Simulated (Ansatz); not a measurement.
ZnWO4:

```
CELL_PARAMETERS angstrom
4.69860 0.00000 0.00000
0.00000 5.72930 0.00000
-0.05299 0.00000 4.93642
ATOMIC_POSITIONS crystal
W 0.00000 0.81742 0.75000
W 0.00000 0.18258 0.25000
Zn 0.50000 0.31600 0.75000
Zn 0.50000 0.68400 0.25000
O 0.25650 0.62230 0.89960
O 0.74350 0.62230 0.60040
O 0.74350 0.37770 0.10040
O 0.25650 0.37770 0.39960
O 0.21690 0.89490 0.43630
O 0.78310 0.89490 0.06370
O 0.78310 0.10510 0.56370
O 0.21690 0.10510 0.93630
```

| Item | Value |
| --- | --- |
| Program | Ansatz 0.2.0 |
| Task | single point |
| Functional | PBEsol |
| Potentials or basis | Ansatz PAW |
| Cutoff | 420 eV (not typed: the program's choice for these potentials) |
| k mesh | 6 × 5 × 6 |
| Occupations | fermi-dirac, width 0.05 eV |
| Spin | no spin polarisation |

On this cell: pressure -2.9 GPa; largest force 0.139 eV/Å; band gap on the k mesh 2.93 eV, indirect (least direct gap 2.96 eV).

The same run follows on a disturbed copy (atoms moved at random, drawn with an rms of 0.05 Å):

```xyz
12
Lattice="4.6986 0.0000 0.0000 0.0000 5.7293 0.0000 -0.0530 0.0000 4.9364" Properties=species:S:1:pos:R:3 pbc="T T T"
W    -0.0928    4.6394    3.7080
W    -0.0357    1.0791    1.2449
Zn    2.3265    1.7851    3.6752
Zn    2.3133    3.9026    1.1935
O     1.1317    3.5516    4.4086
O     3.4032    3.5332    2.9416
O     3.4839    2.1653    0.4767
O     1.2252    2.1309    1.9692
O     1.0130    5.1059    2.1756
O     3.6685    5.0952    0.3437
O     3.6121    0.6231    2.7389
O     1.0422    0.5934    4.6243
```

Question: What does the disturbed cell give?

Answer: The energy moves by +20.8 meV/atom; pressure -4.5 GPa; largest force 2.210 eV/Å; band gap on the k mesh 2.80 eV, direct.

Forces in eV/Å, atoms in the order of the input:
```
W    0.880  0.885 -0.632
W    1.559 -1.372 -0.755
Zn  -0.374  0.138  0.187
Zn  -0.273  0.009  0.257
O   -0.136 -0.099  0.255
O    0.493  0.404  0.194
O   -0.090  0.265 -0.259
O   -0.554  0.112 -0.123
O   -1.020  0.058  0.340
O    0.543  0.349 -0.556
O    0.575 -0.539  0.397
O   -1.604 -0.209  0.695
```

Stress tensor (GPa, compression positive):
```
-5.27 -1.47  1.78
-1.47 -3.37 -0.52
 1.78 -0.52 -4.79
```

Caveats: odd divisions of the mesh miss points on the zone boundary, where band edges often lie, so the gap on the mesh can be too wide; spin-orbit coupling is left out, which moves the levels of the heavy elements; the PAW data sets come from PBE, with cores solved anew for the run's functional, which leaves a small shift of forces and pressure.

A k mesh can miss the band edges.
